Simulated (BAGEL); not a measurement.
**CH4AlNO (SMILES C1[NH][AlH][O]1): a chain of runs**

We compute the energy (HF/def2-SVP), then a single-point energy (NEVPT2(2,2)/def2-SVP), then the energy (CASPT2(2,2)/def2-SVP) of CH4AlNO. 

The calculation is run with BAGEL 1.2.2.

2 further runs of the same task are left out: 2 set aside as unsound or not needed.

## 1. Starting point

CH4AlNO has 8 atoms, charge 0, and is taken as a singlet. As SMILES, `C1[NH][AlH][O]1`. One bond was lengthened or shortened from a relaxed shape.

Bond lengths: C1–N2 1.466 Å, N2–Al3 1.758 Å, C1–O4 1.423 Å, Al3–O4 1.732 Å, C1–H5 1.099 Å, C1–H6 1.099 Å, N2–H7 0.852 Å, Al3–H8 1.569 Å. Some angles: C1–N2–Al3 87.4°, N2–C1–O4 102.5°, N2–Al3–O4 80.4°, C1–O4–Al3 89.8°, C1–N2–H7 120.2°, Al3–N2–H7 152.4°, N2–C1–H5 112.7°, N2–C1–H6 112.7°, O4–C1–H5 109.9°, O4–C1–H6 109.9°.

## 2. The energy at HF/def2-SVP (density fitting with svp-jkfit) (run 1)

File input.json:

```json
{ "bagel" : [

{
  "title" : "molecule",
  "basis" : "svp",
  "df_basis" : "svp-jkfit",
  "angstrom" : true,
  "geometry" : [
    { "atom" : "C", "xyz" : [   -0.174404,    0.857056,   -0.355006 ] },
    { "atom" : "N", "xyz" : [    0.656496,    0.348156,    0.739694 ] },
    { "atom" : "Al", "xyz" : [    0.115696,   -1.264444,    0.294094 ] },
    { "atom" : "O", "xyz" : [   -0.740904,   -0.334044,   -0.890006 ] },
    { "atom" : "H", "xyz" : [    0.411996,    1.371956,   -1.128506 ] },
    { "atom" : "H", "xyz" : [   -0.972904,    1.526056,   -0.005706 ] },
    { "atom" : "H", "xyz" : [    1.107700,    0.887000,    1.221500 ] },
    { "atom" : "H", "xyz" : [    0.245596,   -2.783544,    0.662994 ] }
  ]
},
{ "title" : "hf" },
{ "title" : "print", "file" : "orbitals.molden", "orbitals" : true }

]}
```

Run with:

```sh
$ BAGEL_NUM_THREADS=1 BAGEL input.json > input.out
```

Log:

```text
* using 1 threads per process

  ===============================================================
  ===============================================================

  *** Geometry ***

  { "atom" : "C", "xyz" : [     -0.329576,      1.619601,     -0.670864 ] },
  { "atom" : "N", "xyz" : [      1.240598,      0.657919,      1.397819 ] },
  { "atom" : "Al", "xyz" : [      0.218634,     -2.389453,      0.555757 ] },
  { "atom" : "O", "xyz" : [     -1.400106,     -0.631252,     -1.681868 ] },
  { "atom" : "H", "xyz" : [      0.778560,      2.592621,     -2.132567 ] },
  { "atom" : "H", "xyz" : [     -1.838522,      2.883828,     -0.010783 ] },
  { "atom" : "H", "xyz" : [      2.093250,      1.676187,      2.308300 ] },
  { "atom" : "H", "xyz" : [      0.464109,     -5.260136,      1.252877 ] },

  Number of auxiliary basis functions:      429

  Since a DF basis is specified, we compute 2- and 3-index integrals:
    o Being stored without compression. Storage requirement is 0.022 GB

  Number of basis functions:       80
  Number of electrons      :       38

    * METHOD: MOLECULE                             0.16

  *** RHF ***

  === Nuclear Repulsion ===
   160.5216504592

      * DIIS with orbital gradients will be used.

  === RHF iteration (svp) ===
      0       -410.95467117          0.02225568           0.05
      1       -411.13256061          0.01453110           0.05
      2       -411.21886445          0.00156056           0.05
      3       -411.22035581          0.00062870           0.05
      4       -411.22053864          0.00012385           0.05
      5       -411.22054864          0.00002312           0.05
      6       -411.22054925          0.00000882           0.05
      7       -411.22054932          0.00000313           0.05
      8       -411.22054933          0.00000113           0.05
      9       -411.22054933          0.00000045           0.05
     10       -411.22054933          0.00000014           0.05
     11       -411.22054933          0.00000006           0.05
     12       -411.22054933          0.00000002           0.05
     13       -411.22054933          0.00000001           0.05
    * SCF iteration converged.

    * Permanent dipole moment:
           (   -0.525375,     0.062471,    -0.655842) a.u.

    * METHOD: HF                                   0.77

    * METHOD: PRINT                                0.01

  ===============================================================
```

It took 1.1 s on 1 thread of Arm Neoverse V2, shared host.

## 3. A single-point energy at NEVPT2(2,2)/def2-SVP (density fitting with svp-jkfit) (run 2)

Changes to input.json since step 2:

```diff
@@ -18,4 +18,20 @@
 },
-{ "title" : "hf" },
-{ "title" : "print", "file" : "orbitals.molden", "orbitals" : true }
+{
+  "title" : "hf"
+},
+{
+  "title" : "nevpt2",
+  "nstate" : 1,
+  "nact" : 2,
+  "nclosed" : 18,
+  "active" : [10, 25],
+  "maxiter" : 200,
+  "natocc" : true,
+  "ncore" : 8
+},
+{
+  "title" : "print",
+  "file" : "orbitals.molden",
+  "orbitals" : true
+}
```

Run with:

```sh
$ BAGEL_NUM_THREADS=1 BAGEL input.json > input.out
```

Log:

```text
* using 1 threads per process

  ===============================================================
  ===============================================================

  *** Geometry ***

  { "atom" : "C", "xyz" : [     -0.329576,      1.619601,     -0.670864 ] },
  { "atom" : "N", "xyz" : [      1.240598,      0.657919,      1.397819 ] },
  { "atom" : "Al", "xyz" : [      0.218634,     -2.389453,      0.555757 ] },
[... 4 lines of this table left out ...]
  { "atom" : "H", "xyz" : [      0.464109,     -5.260136,      1.252877 ] },

  Number of auxiliary basis functions:      429

  Since a DF basis is specified, we compute 2- and 3-index integrals:
    o Being stored without compression. Storage requirement is 0.022 GB

  Number of basis functions:       80
  Number of electrons      :       38

    * METHOD: MOLECULE                             0.16

  *** RHF ***

  === Nuclear Repulsion ===
   160.5216504592

      * DIIS with orbital gradients will be used.

  === RHF iteration (svp) ===
      0       -410.95467117          0.02225568           0.05
      1       -411.13256061          0.01453110           0.05
      2       -411.21886445          0.00156056           0.05
[... 10 lines of this table left out ...]
     13       -411.22054933          0.00000001           0.05
    * SCF iteration converged.

    * Permanent dipole moment:
           (   -0.525375,     0.062471,    -0.655842) a.u.

    * METHOD: HF                                   0.79

    * freezing 8 orbitals
  ---------------------------
      CASSCF calculation
  ---------------------------

    ==== Active orbitals : =====
         Orbital 10
         Orbital 25
    ============================

    * nstate   :      1
    * nclosed  :     18
    * nact     :      2
    * nvirt    :     60
  === CASSCF iteration (svp) ===

    * Using the second-order algorithm

      0  0      -411.22061507     2.43e-05      0.02

      1  0      -411.22242836     3.54e-04      0.18
[... 19 lines of this table left out ...]
     11  0      -411.23332405     5.55e-09      0.25

    * Second-order optimization converged. *

     guess   0:   closed 1.                   open ..

  === FCI iteration ===

      0  0      -411.22045543     9.39e-02      0.00
      1  0      -411.23332151     9.86e-04      0.00
      2  0 *    -411.23332405     5.12e-16      0.00

     * ci vector, state   0, <S^2> = 0.0000
       2.     0.9976617516
       .2    -0.0683449296

  === DF-NEVPT2 calculation ===

    * 3-index integral transformation done
    * assembly done

      NEVPT2 correlation energy:   -0.5267313880      0.13

          (+0)     -0.4606178439
          (+0)'    -0.0238947712
          (+1)     -0.0031599464
          (+1)'    -0.0000000000
          (+2)     -0.0001813573
          (-1)     -0.0296113207
          (-1)'     0.0000000000
          (-2)     -0.0092661485

      NEVPT2 total energy:       -411.7600554404

    * METHOD: NEVPT2                               3.63

    * METHOD: PRINT                                0.01

  ===============================================================
```

Run time: 4.8 s. Hardware: 1 thread of Arm Neoverse V2, shared host.

## 4. The energy at CASPT2(2,2)/def2-SVP (density fitting with svp-jkfit) (run 3)

File job.json:

```json
{ "bagel": [

{
  "title": "molecule",
  "basis": "svp",
  "df_basis": "svp-jkfit",
  "angstrom": "true",
  "geometry": [
    { "atom": "C", "xyz": [   -0.174404,    0.857056,   -0.355006 ] },
    { "atom": "N", "xyz": [    0.656496,    0.348156,    0.739694 ] },
    { "atom": "Al", "xyz": [    0.115696,   -1.264444,    0.294094 ] },
    { "atom": "O", "xyz": [   -0.740904,   -0.334044,   -0.890006 ] },
    { "atom": "H", "xyz": [    0.411996,    1.371956,   -1.128506 ] },
    { "atom": "H", "xyz": [   -0.972904,    1.526056,   -0.005706 ] },
    { "atom": "H", "xyz": [    1.107700,    0.887000,    1.221500 ] },
    { "atom": "H", "xyz": [    0.245596,   -2.783544,    0.662994 ] }
  ]
},
{
  "title": "hf"
},
{
  "title": "casscf",
  "nstate": 1,
  "nact": 2,
  "nclosed": 18,
  "active": [10, 25],
  "maxiter": 200,
  "natocc": "true"
},
{
  "title": "print",
  "file": "orbitals.molden",
  "orbitals": "true"
},
{
  "title": "smith",
  "method": "caspt2",
  "ms": "true",
  "xms": "true",
  "sssr": "true",
  "shift": 0.2,
  "shift_imag": "true",
  "ncore": 8
}

]}
```

Run with:

```sh
$ BAGEL_NUM_THREADS=1 BAGEL job.json > job.out
```

Log:

```text
* using 1 threads per process

  ===============================================================
  ===============================================================

  *** Geometry ***

  { "atom" : "C", "xyz" : [     -0.329576,      1.619601,     -0.670864 ] },
  { "atom" : "N", "xyz" : [      1.240598,      0.657919,      1.397819 ] },
  { "atom" : "Al", "xyz" : [      0.218634,     -2.389453,      0.555757 ] },
[... 4 lines of this table left out ...]
  { "atom" : "H", "xyz" : [      0.464109,     -5.260136,      1.252877 ] },

  Number of auxiliary basis functions:      429

  Since a DF basis is specified, we compute 2- and 3-index integrals:
    o Being stored without compression. Storage requirement is 0.022 GB

  Number of basis functions:       80
  Number of electrons      :       38

    * METHOD: MOLECULE                             0.16

  *** RHF ***

  === Nuclear Repulsion ===
   160.5216504592

      * DIIS with orbital gradients will be used.

[... 6 lines left out ...]
    * SCF iteration converged.
[... 1 line left out ...]
    * Permanent dipole moment:
[... 27 lines left out ...]
    * Second-order optimization converged. *
[... 9 lines left out ...]
     * ci vector, state   0, <S^2> = 0.0000
[... 16 lines left out ...]
    * Zeroth order energy : state  0       -1.6422629230
[... 4 lines left out ...]
       #      aibj      arbs      arbi      airj      risj      airs      arst      rist         Etot      error   time
[... 2 lines left out ...]
       0  -0.46016  -0.01093  -0.03049  -0.00367  -0.00025  -0.02055  -0.00000  -0.00000   -0.5260531  0.0026609   0.06
       1  -0.46061  -0.01102  -0.03069  -0.00384  -0.00028  -0.02144  -0.00000  -0.00000   -0.5278785  0.0005198   0.05
       2  -0.46068  -0.01102  -0.03065  -0.00385  -0.00029  -0.02149  -0.00000  -0.00000   -0.5279785  0.0001143   0.05
       3  -0.46067  -0.01102  -0.03066  -0.00384  -0.00029  -0.02151  -0.00000  -0.00000   -0.5279822  0.0000284   0.05
       4  -0.46067  -0.01102  -0.03066  -0.00384  -0.00029  -0.02151   0.00000  -0.00000   -0.5279825  0.0000084   0.05
       5  -0.46067  -0.01102  -0.03066  -0.00384  -0.00029  -0.02151  -0.00000  -0.00000   -0.5279825  0.0000018   0.06
       6  -0.46067  -0.01102  -0.03066  -0.00384  -0.00029  -0.02151   0.00000   0.00000   -0.5279825  0.0000005   0.08

      ------------------------------------------------------------------------------------------------------------------

    * CASPT2 energy : state  0     -411.7636230195
        w/o shift correction       -411.7613065883
        reference weight              0.8612162865

    * METHOD: SMITH                                0.56

  ===============================================================
```

It took 5.1 s on 1 thread of Arm Neoverse V2, shared host; peak memory 0.16 GiB.

## 5. Outcome

```
                                 quantity          value
         run 1, HF/def2-SVP: total energy  -411.22055 Eh
        run 1, HF/def2-SVP: dipole moment         2.14 D
          run 1, HF/def2-SVP: HOMO energy      -10.16 eV
          run 1, HF/def2-SVP: LUMO energy        2.53 eV
        run 1, HF/def2-SVP: HOMO–LUMO gap       12.70 eV
run 2, NEVPT2(2,2)/def2-SVP: total energy  -411.76006 Eh
run 3, CASPT2(2,2)/def2-SVP: total energy  -411.76362 Eh
```
